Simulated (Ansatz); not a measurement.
Relaxation of a periodic cell of 41 atoms, Ba8Ti8NO24 (host BaTiO3, host structure P4mm, interstitial N), to a largest force component of 0.08 eV/Å in at most 25 steps.

Level of theory: DFT PBE, scalar-relativistic, plane waves, PAW in Ansatz. Settings: accuracy low, PAW set soft_1, cutoff 420 eV, k mesh 1x1x1, fermi-dirac smearing 0.02 eV, spin collinear.

```xyz
41
Lattice="7.9810 0.0000 0.0000 0.0000 7.9810 0.0000 0.0000 0.0000 8.0461" Properties=species:S:1:pos:R:3:forces:R:3
Ba 0.000 0.000 0.000 0.17 0.00 0.20
Ti 1.995 1.995 2.100 0.00 0.12 1.75
O 1.995 1.995 3.939 0.00 -0.03 -0.85
O 1.995 0.000 1.963 0.00 0.00 -0.62
O 0.000 1.995 1.963 -0.10 -0.02 -0.60
Ba 0.000 0.000 4.023 0.02 0.00 0.29
Ti 1.995 1.995 6.123 0.00 0.12 1.98
O 1.995 1.995 7.962 0.00 -0.15 -0.88
O 1.995 0.000 5.986 0.00 0.00 -0.66
O 0.000 1.995 5.986 -0.09 -0.02 -0.64
Ba 0.000 3.990 0.000 6.49 -0.02 0.35
Ti 1.995 5.986 2.100 0.00 -0.12 1.75
O 1.995 5.986 3.939 0.00 0.03 -0.85
O 1.995 3.990 1.963 0.00 0.00 -0.48
O 0.000 5.986 1.963 -0.11 0.02 -0.60
Ba 0.000 3.990 4.023 0.12 0.00 0.26
Ti 1.995 5.986 6.123 0.00 -0.12 1.98
O 1.995 5.986 7.962 0.00 0.15 -0.88
O 1.995 3.990 5.986 0.00 0.00 -0.76
O 0.000 5.986 5.986 -0.10 0.02 -0.64
Ba 3.990 0.000 0.000 -0.17 0.00 0.21
Ti 5.986 1.995 2.100 -0.01 -0.36 2.29
O 5.986 1.995 3.939 0.00 0.05 -0.84
O 5.986 0.000 1.963 0.00 -0.01 -0.70
O 3.990 1.995 1.963 0.11 -0.03 -0.59
Ba 3.990 0.000 4.023 -0.02 0.00 0.29
Ti 5.986 1.995 6.123 -0.01 -0.96 0.59
O 5.986 1.995 7.962 0.03 -1.22 -0.82
O 5.986 0.000 5.986 0.01 -0.01 -0.42
O 3.990 1.995 5.986 0.10 -0.02 -0.65
Ba 3.990 3.990 0.000 -7.50 -0.02 0.38
Ti 5.986 5.986 2.100 -0.01 0.37 2.31
O 5.986 5.986 3.939 0.00 -0.05 -0.85
O 5.986 3.990 1.963 0.05 -0.01 1.37
O 3.990 5.986 1.963 0.11 0.03 -0.60
Ba 3.990 3.990 4.023 -0.12 0.00 0.26
Ti 5.986 5.986 6.123 -0.01 0.97 0.57
O 5.986 5.986 7.962 0.03 1.25 -0.81
O 5.986 3.990 5.986 0.06 -0.01 -2.17
O 3.990 5.986 5.986 0.11 0.02 -0.65
N 5.961 3.995 8.005 0.86 0.02 0.70
```

Question: Where does it end, and by what steps?

Answer: The run converged. Limits of this set-up: coarse k mesh, a small cell, in which the defect meets its images, a typed lattice constant that wasn't relaxed here, low accuracy level. After 23 steps the energy has fallen by 9.458 eV; N41 moved furthest, 1.67 Å. Joined: Ba16–N41 (4.47 → 3.22 Å), O34–N41 (2.00 → 1.31 Å), Ba36–N41 (4.44 → 3.30 Å).

```json
{"step": "0", "energy less start (eV)": "0.0000", "largest force component (eV/Å)": "7.500", "accepted": "yes"}
{"step": "1", "energy less start (eV)": "-2.5906", "largest force component (eV/Å)": "3.908", "accepted": "yes"}
{"step": "2", "energy less start (eV)": "-3.5368", "largest force component (eV/Å)": "1.400", "accepted": "yes"}
{"step": "3", "energy less start (eV)": "-3.8534", "largest force component (eV/Å)": "1.495", "accepted": "yes"}
{"step": "4", "energy less start (eV)": "-4.1796", "largest force component (eV/Å)": "2.762", "accepted": "yes"}
{"step": "5", "energy less start (eV)": "-4.8818", "largest force component (eV/Å)": "3.656", "accepted": "yes"}
{"step": "6", "energy less start (eV)": "-5.6611", "largest force component (eV/Å)": "2.652", "accepted": "yes"}
{"step": "7", "energy less start (eV)": "-6.4323", "largest force component (eV/Å)": "2.482", "accepted": "yes"}
{"step": "8", "energy less start (eV)": "-7.4061", "largest force component (eV/Å)": "2.072", "accepted": "yes"}
{"step": "9", "energy less start (eV)": "-8.0863", "largest force component (eV/Å)": "1.233", "accepted": "yes"}
{"step": "10", "energy less start (eV)": "-8.3465", "largest force component (eV/Å)": "2.472", "accepted": "yes"}
{"step": "11", "energy less start (eV)": "-8.8702", "largest force component (eV/Å)": "0.734", "accepted": "yes"}
{"step": "12", "energy less start (eV)": "-8.9993", "largest force component (eV/Å)": "0.661", "accepted": "yes"}
{"step": "13", "energy less start (eV)": "-9.1363", "largest force component (eV/Å)": "1.043", "accepted": "yes"}
{"step": "14", "energy less start (eV)": "-9.2338", "largest force component (eV/Å)": "0.586", "accepted": "yes"}
{"step": "15", "energy less start (eV)": "-9.3522", "largest force component (eV/Å)": "0.502", "accepted": "yes"}
{"step": "16", "energy less start (eV)": "-9.3940", "largest force component (eV/Å)": "0.272", "accepted": "yes"}
{"step": "17", "energy less start (eV)": "-9.4271", "largest force component (eV/Å)": "0.380", "accepted": "yes"}
{"step": "18", "energy less start (eV)": "-9.4349", "largest force component (eV/Å)": "0.237", "accepted": "yes"}
{"step": "19", "energy less start (eV)": "-9.4393", "largest force component (eV/Å)": "0.276", "accepted": "yes"}
{"step": "20", "energy less start (eV)": "-9.4538", "largest force component (eV/Å)": "0.099", "accepted": "yes"}
{"step": "21", "energy less start (eV)": "-9.4517", "largest force component (eV/Å)": "0.231", "accepted": "no"}
{"step": "22", "energy less start (eV)": "-9.4540", "largest force component (eV/Å)": "0.098", "accepted": "yes"}
{"step": "23", "energy less start (eV)": "-9.4581", "largest force component (eV/Å)": "0.016", "accepted": "yes"}
```

```xyz
41
Lattice="7.9810 0.0000 0.0000 0.0000 7.9810 0.0000 0.0000 0.0000 8.0461" Properties=species:S:1:pos:R:3
Ba -0.078 -0.066 -0.069
Ti 1.854 1.840 2.036
O 2.028 2.034 3.849
O 2.052 0.027 1.870
O 0.055 2.056 1.852
Ba -0.017 -0.034 4.035
Ti 1.906 1.833 6.139
O 2.075 2.016 7.935
O 2.071 0.035 5.897
O 0.108 2.029 5.923
Ba -0.026 3.944 -0.109
Ti 1.823 5.853 2.050
O 2.039 6.015 3.844
O 2.065 4.054 1.843
O 0.007 5.967 1.841
Ba 0.096 3.899 4.110
Ti 1.891 5.883 6.131
O 2.034 6.063 7.926
O 2.045 4.044 5.968
O 0.102 6.046 5.878
Ba 3.965 -0.071 -0.043
Ti 5.875 1.803 2.052
O 6.100 1.895 3.863
O 6.023 -0.003 1.772
O 4.071 2.054 1.891
Ba 3.918 -0.037 3.999
Ti 5.840 1.881 6.065
O 6.055 2.032 7.867
O 6.065 0.092 5.976
O 4.016 2.044 5.882
Ba 3.932 3.951 -0.058
Ti 5.874 6.018 2.068
O 6.003 6.362 3.979
O 5.949 4.284 2.883
O 4.085 5.992 1.821
Ba 3.797 3.930 4.055
Ti 5.832 5.873 5.984
O 6.035 6.048 7.799
O 6.063 4.043 5.827
O 4.003 6.040 5.883
N 6.025 3.922 9.672
```

Whether the end is a true minimum wasn't checked by a vibrational analysis.

The run took 3.1 min on 4 threads of Arm Neoverse V1 (shared host), peak memory 0.93 GiB.
